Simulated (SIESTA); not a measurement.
Crystal: DyAgB4F16.

```
Dy Ag B F
1.0
     5.40539   -0.12478   -0.02960
     0.15132    6.87214    0.16225
     0.52959    1.25889    9.42097
Dy Ag B F
1 1 4 16
Direct
  0.51926 0.02752 0.47238
  0.00308 0.96247 0.98684
  0.98119 0.21513 0.31959
  0.55178 0.22688 0.79930
  0.47337 0.81347 0.22481
  0.99486 0.73882 0.66272
  0.19674 0.24063 0.39809
  0.91781 0.00730 0.35012
  0.01586 0.28058 0.17896
  0.77162 0.30239 0.38449
  0.47614 0.41013 0.81522
  0.80733 0.19785 0.81155
  0.42093 0.07423 0.88754
  0.50163 0.19842 0.64733
  0.25481 0.75420 0.17645
  0.46718 0.02640 0.22928
  0.49267 0.73816 0.37648
  0.68047 0.76644 0.14835
  0.00443 0.57478 0.60200
  0.19811 0.87672 0.59928
  0.00419 0.71679 0.80764
  0.76655 0.85071 0.62158
```

The cell was built by a generator and needn't be a form met in nature.

Base run:

```yaml
Program: SIESTA 5.4.2
Functional: BLYP
Potentials_or_basis: PseudoDojo 0.4 standard with PseudoDojo 3+ lanthanides (4f in the core) (PBE files)
Basis: DZP (energy shift 0.003 Ry; two zetas on semicore shells)
Grid_cutoff: 800 Ry
Energy_shift: 0.003 Ry
k_mesh: 5 × 4 × 3
Occupations: fermi-dirac, width 0.05 eV
Spin: collinear spin, ferromagnetic start
Starting_moments: "[5.0, 0.0, 0.0, 0.0, 0.0, 0.0, 0.0, 0.0, 0.0, 0.0, 0.0, 0.0, 0.0, 0.0, 0.0, 0.0, 0.0, 0.0, 0.0, 0.0, 0.0, 0.0] μB"
```

Its results: band gap on the k mesh 4.24 eV, indirect (least direct gap 4.26 eV); pressure 2.5 GPa; net moment 0.00 μB per cell; largest force 0.928 eV/Å.

Task: The run is repeated on the same cell with these changes: functional from BLYP to PBEsol; potentials or basis from PseudoDojo 0.4 standard with PseudoDojo 3+ lanthanides (4f in the core) (PBE files) to PseudoDojo 0.4 standard with PseudoDojo 3+ lanthanides (4f in the core) (PBE and PBEsol files). What comes out?

Result: Band gap on the k mesh 4.27 eV, indirect (least direct gap 4.30 eV); pressure -1.4 GPa; net moment 0.00 μB per cell; largest force 0.433 eV/Å.

Caveats: the magnetic or orbital state may not be the lowest; short orbitals over semicore shells can move pressures by several GPa; the potentials were made for another functional, which shifts forces and pressure; spin-orbit coupling is left out, which moves the levels of the heavy elements; the 4f electrons are frozen in the core as for a trivalent ion, so they carry no moment and show no levels; the basis of atomic orbitals isn't converged, which shifts pressures, moduli and gaps.

Not every run made on this cell is shown here.
